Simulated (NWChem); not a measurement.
# the pair BHSClF···CH3F, step by step

Wanted: a single-point energy (singlet CH4BClF2S, B97-D/cc-pVDZ), then a single-point energy (singlet BHSClF, B97-D/cc-pVDZ), then a single-point energy (singlet CH3F, B97-D/cc-pVDZ), then a single-point energy (singlet BHSClF, B97-D/cc-pVDZ), then the energy (singlet CH3F, B97-D/cc-pVDZ) of CH4BClF2S and its partners. 

Program for the calculation: NWChem 7.3.0.

## Step 1: The system as given

CH4BClF2S has 10 atoms, charge 0, and is taken as a singlet. The two molecules were placed rigidly side by side, at 0.8 times their contact distance; the pair isn't optimised.

Bond lengths: F1–B2 1.319 Å, B2–S3 1.794 Å, B2–Cl4 1.749 Å, C6–F7 1.376 Å, S3–H5 1.344 Å, C6–H8 1.092 Å, C6–H9 1.092 Å, C6–H10 1.092 Å. Angles: F1–B2–S3 121.9°, F1–B2–Cl4 118.8°, S3–B2–Cl4 119.3°, B2–S3–H5 95.1°, F7–C6–H8 109.1°, F7–C6–H9 109.1°, F7–C6–H10 109.1°, H8–C6–H9 109.9°, H8–C6–H10 109.9°, H9–C6–H10 109.9°.

## Step 2: A single-point energy at B97-D/cc-pVDZ (run 1)

File sp.nw:

```
start sp
title "CH4BClF2S"
memory total 2200 mb

geometry units angstroms noautosym nocenter noautoz
  F       -0.539980      -1.151780       0.723200
  B       -0.435080      -0.136280      -0.111300
  S        1.049620       0.865720      -0.202700
  Cl      -1.786280       0.239120      -1.156700
  H        1.711720       0.183220       0.747500
  C       -0.434360      -2.506630      -2.711750
  F       -1.684450      -2.071480      -2.334590
  H       -0.053030      -3.196330      -1.955450
  H        0.232410      -1.645700      -2.798630
  H       -0.509210      -3.016520      -3.674890
end

basis "ao basis" spherical bse
  * library cc-pVDZ
end

dft
  xc becke97-d
  grid fine
  convergence energy 1e-08
  maxiter 100
  mulliken
  noprint "final vectors analysis"
end

task dft energy
```

Launch:

```
$ nwchem sp.nw > sp.out
```

What it wrote:

```text
[...]
          Wavefunction type:  closed shell.
          No. of atoms     :    10
          No. of electrons :    66
[...]
          Charge           :     0
          Spin multiplicity:     1
[...]
          AO basis - number of functions:   112
[...]
              XC Information
              --------------
                   Becke 97-D Method XC Functional
                  Becke 1997-D Exchange Functional  1.000
                Becke 1997-D Correlation Potential  1.000
[...]
 d= 0,ls=0.0,diis     1  -1123.3318297712 -1.47D+03  1.35D-02  1.01D+00     5.4
[...]
 d= 0,ls=0.0,diis    11  -1123.4578902778 -4.57D-10  7.73D-08  1.36D-10    44.9
         Total DFT energy =    -1123.457890277781
      One electron energy =    -2249.441481110199
           Coulomb energy =      861.955302123100
    Exchange-Corr. energy =      -85.902118636524
 Nuclear repulsion energy =      349.938461416807
    Dispersion correction =       -0.008054070963
[...]
      Total Density - Mulliken Population Analysis
     ---------------------------------------------
    Atom       Charge   Shell Charges
 -----------   ------   -------------------------------------------------------
    1 F    9     9.06   2.01  0.90  0.94  3.37  1.83  0.01
    2 B    5     4.90   2.01  0.62  0.14  1.54  0.31  0.28
    3 S   16    16.07   2.00  2.03  0.95  0.81  6.00  2.42  1.80  0.06
    4 Cl  17    17.08   2.00  2.03  0.97  0.90  6.00  3.13  2.01  0.03
    5 H    1     0.91   0.71  0.16  0.03
    6 C    6     5.81   2.01  0.69  0.36  2.03  0.63  0.10
    7 F    9     9.23   2.01  0.90  1.01  3.35  1.96  0.01
    8 H    1     0.98   0.77  0.18  0.03
    9 H    1     0.98   0.77  0.18  0.03
   10 H    1     0.98   0.77  0.18  0.03
[...]
```

Run time: 46 s. Hardware: 1 thread of Intel Xeon 6975P-C (Granite Rapids), shared host; peak memory 0.12 GiB.

## Step 3: BHSClF: a single-point energy at B97-D/cc-pVDZ (run 2)

File geom.nw:

```
start geom
memory total 2200 mb

geometry units angstrom noautosym nocenter noautoz
  F     -0.539980    -1.151780     0.723200
  B     -0.435080    -0.136280    -0.111300
  S      1.049620     0.865720    -0.202700
  Cl    -1.786280     0.239120    -1.156700
  H      1.711720     0.183220     0.747500
end

basis spherical bse
  * library cc-pVDZ
end

dft
  xc becke97-d
  mult 1
  grid fine
  convergence energy 1e-08
  maxiter 100
  mulliken
  print low
end

task dft energy
```

Launch:

```
$ nwchem geom.nw > geom.out
```

What it wrote:

```text
[...]
 d= 0,ls=0.0,diis     1   -983.7115785649 -1.17D+03  1.74D-02  6.40D-01     2.6
[...]
 d= 0,ls=0.0,diis    11   -983.7962225288 -2.01D-10  1.23D-07  8.72D-11    19.0
         Total DFT energy =     -983.796222528799
      One electron energy =    -1726.300379576116
           Coulomb energy =      626.999882980859
    Exchange-Corr. energy =      -68.930561998961
 Nuclear repulsion energy =      184.437125710930
    Dispersion correction =       -0.002289645511
[...]
      Total Density - Mulliken Population Analysis
     ---------------------------------------------
    Atom       Charge   Shell Charges
 -----------   ------   -------------------------------------------------------
    1 F    9     9.05   2.01  0.91  0.94  3.37  1.83  0.01
    2 B    5     4.89   2.01  0.62  0.14  1.54  0.30  0.28
    3 S   16    16.07   2.00  2.03  0.95  0.81  6.00  2.42  1.79  0.06
    4 Cl  17    17.09   2.00  2.03  0.97  0.89  6.00  3.13  2.03  0.03
    5 H    1     0.90   0.71  0.16  0.03
[...]
```

Wall time 20 s (1 thread of Intel Xeon 6975P-C (Granite Rapids), shared host); peak memory 0.11 GiB.

## Step 4: CH3F: the energy at B97-D/cc-pVDZ (run 3)

File ch3f.nw:

```
start ch3f
title "CH3F energy"
memory 2200 mb
charge 0
geometry units bohr noautosym nocenter noautoz
C     -0.82082144    -4.73684420    -5.12446482
F     -3.18314917    -3.91452987    -4.41173571
H     -0.10021218    -6.04018830    -3.69526495
H      0.43919125    -3.10992228    -5.28864422
H     -0.96226744    -5.70039665    -6.94453564
end
basis "ao basis" spherical bse
* library cc-pVDZ
end
dft
xc becke97-d
mult 1
grid fine
convergence energy 1e-08
maxiter 100
mulliken
print low
end
task dft energy
```

Launch:

```
$ nwchem ch3f.nw > ch3f.out
```

What it wrote:

```text
[...]
 d= 0,ls=0.0,diis     1   -139.6281878557 -1.77D+02  1.85D-02  3.50D-01     0.4
[...]
 d= 0,ls=0.0,diis     8   -139.6668645596  6.93D-10  1.08D-06  1.28D-08     2.2
         Total DFT energy =     -139.666864559617
      One electron energy =     -266.770546873021
           Coulomb energy =      106.618695294753
    Exchange-Corr. energy =      -16.965046360797
 Nuclear repulsion energy =       37.451278399927
    Dispersion correction =       -0.001245020480
[...]
      Total Density - Mulliken Population Analysis
     ---------------------------------------------
    Atom       Charge   Shell Charges
 -----------   ------   -------------------------------------------------------
    1 C    6     5.80   2.01  0.69  0.36  2.03  0.62  0.10
    2 F    9     9.24   2.01  0.90  1.01  3.35  1.98  0.01
    3 H    1     0.98   0.77  0.19  0.03
    4 H    1     0.98   0.77  0.19  0.03
    5 H    1     0.98   0.77  0.19  0.03
[...]
```

Run time: 2.8 s. Hardware: 1 thread of Intel Xeon 6975P-C (Granite Rapids), shared host; peak memory 0.11 GiB.

## Step 5: BHSClF among ghost functions: a single-point energy at B97-D/cc-pVDZ (with ghost functions) (run 4)

File mymol.nw:

```
start mymol
title "BClFHS energy"
memory stack 880 mb heap 220 mb global 1100 mb

geometry units atomic noautosym nocenter noautoz
  F   -1.02041431  -2.17654876   1.36664993
  B   -0.82218204  -0.25753188  -0.21032652
  S    1.98349433   1.63597370  -0.38304749
  Cl  -3.37557998   0.45187131  -2.18584621
  H    3.23468200   0.34623562   1.41257028
  bqC     -0.820821    -4.736844    -5.124465
  bqF     -3.183149    -3.914530    -4.411736
  bqH     -0.100212    -6.040188    -3.695265
  bqH      0.439191    -3.109922    -5.288644
  bqH     -0.962267    -5.700397    -6.944536
end

basis spherical bse
  F library cc-pVDZ
  B library cc-pVDZ
  S library cc-pVDZ
  Cl library cc-pVDZ
  H library cc-pVDZ
  bqC library C cc-pVDZ
  bqF library F cc-pVDZ
  bqH library H cc-pVDZ
end

dft
  xc becke97-d
  mult 1
  grid fine
  convergence energy 1e-08
  iterations 100
  mulliken
  print low
end

task dft
```

Launch:

```
$ nwchem mymol.nw > mymol.out
```

What it wrote:

```text
[...]
 d= 0,ls=0.0,diis     1   -983.7122044072 -1.17D+03  1.08D-02  6.41D-01     5.2
[...]
 d= 0,ls=0.0,diis    11   -983.7969464655 -1.89D-10  7.71D-08  8.93D-11    43.6
         Total DFT energy =     -983.796946465484
      One electron energy =    -1726.271436586600
           Coulomb energy =      626.967921432297
    Exchange-Corr. energy =      -68.928254172623
 Nuclear repulsion energy =      184.437112507886
    Dispersion correction =       -0.002289646444
[...]
      Total Density - Mulliken Population Analysis
     ---------------------------------------------
    Atom       Charge   Shell Charges
 -----------   ------   -------------------------------------------------------
    1 F    9     9.05   2.01  0.91  0.94  3.37  1.83  0.01
    2 B    5     4.88   2.01  0.62  0.14  1.54  0.29  0.28
    3 S   16    16.06   2.00  2.03  0.95  0.81  6.00  2.42  1.79  0.06
    4 Cl  17    17.09   2.00  2.03  0.97  0.90  6.00  3.13  2.03  0.03
    5 H    1     0.90   0.71  0.16  0.03
    6 X    0     0.00  -0.00 -0.00  0.00 -0.00  0.00  0.00
    7 X    0    -0.00   0.00  0.00 -0.00 -0.00 -0.00 -0.00
    8 X    0     0.00  -0.00  0.00 -0.00
    9 X    0     0.00  -0.00  0.00 -0.00
   10 X    0     0.00  -0.00  0.00 -0.00
[...]
```

Wall time 44 s (1 thread of Intel Xeon 6975P-C (Granite Rapids), shared host); peak memory 0.12 GiB.

## Step 6: CH3F among ghost functions: a single-point energy at B97-D/cc-pVDZ (with ghost functions) (run 5)

File job.nw:

```
start job
title "CH3F energy"
memory stack 880 mb heap 220 mb global 1100 mb

geometry units atomic noautosym nocenter noautoz
  C   -0.82082144  -4.73684420  -5.12446482
  F   -3.18314917  -3.91452987  -4.41173571
  H   -0.10021218  -6.04018830  -3.69526495
  H    0.43919125  -3.10992228  -5.28864422
  H   -0.96226744  -5.70039665  -6.94453564
  bqF     -1.020414    -2.176549     1.366650
  bqB     -0.822182    -0.257532    -0.210327
  bqS      1.983494     1.635974    -0.383047
  bqCl    -3.375580     0.451871    -2.185846
  bqH      3.234682     0.346236     1.412570
end

basis "ao basis" spherical bse
  C library cc-pVDZ
  F library cc-pVDZ
  H library cc-pVDZ
  bqF library F cc-pVDZ
  bqB library B cc-pVDZ
  bqS library S cc-pVDZ
  bqCl library Cl cc-pVDZ
  bqH library H cc-pVDZ
end

dft
  xc becke97-d
  grid fine
  convergence energy 1e-08
  maxiter 100
  mulliken
  noprint "final vectors analysis"
end

task dft energy
```

Launch:

```
$ nwchem job.nw > job.out
```

What it wrote:

```text
[...]
          Wavefunction type:  closed shell.
          No. of atoms     :    10
          No. of electrons :    18
[...]
          Charge           :     0
          Spin multiplicity:     1
[...]
          AO basis - number of functions:   112
[...]
              XC Information
              --------------
                   Becke 97-D Method XC Functional
                  Becke 1997-D Exchange Functional  1.000
                Becke 1997-D Correlation Potential  1.000
[...]
 d= 0,ls=0.0,diis     1   -139.6314020317 -1.77D+02  7.17D-03  3.50D-01     3.8
[...]
 d= 0,ls=0.0,diis     8   -139.6705878235  7.79D-10  4.41D-07  1.42D-08    28.2
         Total DFT energy =     -139.670587823486
      One electron energy =     -266.703092728148
           Coulomb energy =      106.538546631669
    Exchange-Corr. energy =      -16.956075106455
 Nuclear repulsion energy =       37.451278399927
    Dispersion correction =       -0.001245020480
[...]
      Total Density - Mulliken Population Analysis
     ---------------------------------------------
    Atom       Charge   Shell Charges
 -----------   ------   -------------------------------------------------------
    1 C    6     5.80   2.01  0.69  0.36  2.03  0.62  0.10
    2 F    9     9.23   2.01  0.90  1.01  3.35  1.96  0.01
    3 H    1     0.98   0.77  0.19  0.03
    4 H    1     0.98   0.77  0.18  0.03
    5 H    1     0.98   0.77  0.18  0.03
    6 X    0    -0.00   0.00  0.00 -0.00  0.00 -0.00 -0.00
    7 X    0     0.02  -0.00 -0.00  0.01 -0.00  0.02  0.00
    8 X    0    -0.00  -0.00 -0.00 -0.00 -0.00  0.00 -0.00  0.00 -0.00
    9 X    0     0.01  -0.00 -0.00 -0.00 -0.00 -0.00 -0.00  0.01  0.00
   10 X    0    -0.00  -0.00 -0.00 -0.00
[...]
```

Wall time 29 s (1 thread of Intel Xeon 6975P-C (Granite Rapids), shared host); peak memory 0.12 GiB.

## Step 7: Results

| quantity | value |
| --- | --- |
| run 1, B97-D/cc-pVDZ: total energy | -1123.45789 Eh |
| run 1, B97-D/cc-pVDZ: dipole moment | 2.41 D |
| run 1, B97-D/cc-pVDZ: dispersion energy | -21.15 kJ/mol |
| BHSClF: total energy | -983.79622 Eh |
| BHSClF: dispersion energy | -6.01 kJ/mol |
| CH3F: total energy | -139.66686 Eh |
| CH3F: dispersion energy | -3.27 kJ/mol |
| BHSClF among ghost functions: total energy | -983.79695 Eh |
| BHSClF among ghost functions: dispersion energy | -6.01 kJ/mol |
| CH3F among ghost functions: total energy | -139.67059 Eh |
| CH3F among ghost functions: dipole moment | 1.71 D |
| CH3F among ghost functions: dispersion energy | -3.27 kJ/mol |
| interaction energy of the rigid parts BHSClF and CH3F (parts in their own basis; closest atoms 2.60 Å apart) | 0.141 eV |
| interaction energy of the rigid parts BHSClF and CH3F (parts in the whole basis, counterpoise; closest atoms 2.60 Å apart) | 0.262 eV |

**Reading.** The interaction energy of the rigid parts BHSClF and CH3F (parts in their own basis; closest atoms 2.60 Å apart) is 0.14 eV (13.6 kJ/mol): the parts repel at this shape. Without counterpoise this holds the superposition error of the basis. The interaction energy of the rigid parts BHSClF and CH3F (parts in the whole basis, counterpoise; closest atoms 2.60 Å apart) is 0.26 eV (6.1 kcal/mol): the parts repel at this shape. The basis-set superposition error is 11.7 kJ/mol.
